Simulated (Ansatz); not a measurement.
# GaH3O: the cost of one run

All numbers below are computed with Ansatz 0.2.0 (RKS PBE-D4/def2-SVP).

## 1. The structure to begin with

Bond lengths: Ga1–O2 1.790 Å, O2–H3 1.010 Å, Ga1–H4 1.570 Å, Ga1–H5 1.570 Å. Angles: Ga1–O2–H3 109.5°, O2–Ga1–H4 120.0°, O2–Ga1–H5 120.0°, H4–Ga1–H5 120.0°.

Structure file:

```xyz
5

Ga    0.0000    0.0000    0.0000
O     0.0000    0.0000    1.7900
H    -0.9095   -0.2814    2.1271
H     1.3596    0.0000   -0.7850
H    -1.3596    0.0000   -0.7850
```

## 2. Relaxing the start

Contents of input.yaml:

```yaml
crystal:
  periodic: [false, false, false]
  atoms:
    - { symbol: Ga, position_ang: [0.0, 0.0, 0.0] }
    - { symbol: O, position_ang: [0.0, 0.0, 1.79] }
    - { symbol: H, position_ang: [-0.9095, -0.2814, 2.1271] }
    - { symbol: H, position_ang: [1.3596, 0.0, -0.785] }
    - { symbol: H, position_ang: [-1.3596, 0.0, -0.785] }
basis:
  gaussian: { orbitals: def2-SVP }
hamiltonian:
  xc: pbe
  dispersion: d4
relax:
  f_tol: 0.02
  max_steps: 40
```

Command:

```sh
ansatz run input.yaml --threads 1 --pin off --max-ram 2048MiB --backend cpu --events-out ev --progress --plain --runs-dir out
```

Q: Estimate wall time and peak memory on 1 thread of Arm Neoverse V1, shared host.

About 6.7 s, with a peak of 0.11 GiB.
